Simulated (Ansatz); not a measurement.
# AlBAs2: what a guessed cell relaxes into, part 2 of 2

The task: take a trial cell of AlBAs2 to zero force and stress.

Ansatz 0.2.0; DFT PBE, scalar-relativistic, plane waves, PAW. The steps go on from the part before.

### 5 Summary of results

This closing draws on all 2 parts. Changes of volume or cell count from the first structure of part 1.

```
                              quantity                                                                      value
symmetry at the end (tolerance 0.02 Å)                                                space group P-4m2 (No. 115)
                     conventional cell  a = 3.680 Å, b = 3.680 Å, c = 5.460 Å, α = 90.00°, β = 90.00°, γ = 90.00°
                                volume                                                              18.48 Å³/atom
              energy over the elements                                                              -0.04 eV/atom
                       gap on the mesh                                                                    0.62 eV
```

The space group P-4m2 (No. 115) is kept, and the volume per atom grows by 4.0 % from the first guess. The formation energy of this structure is too near zero to say whether it is bound against the elements. No finished test with a distortion of lower symmetry is shown, so the end may be a saddle point.
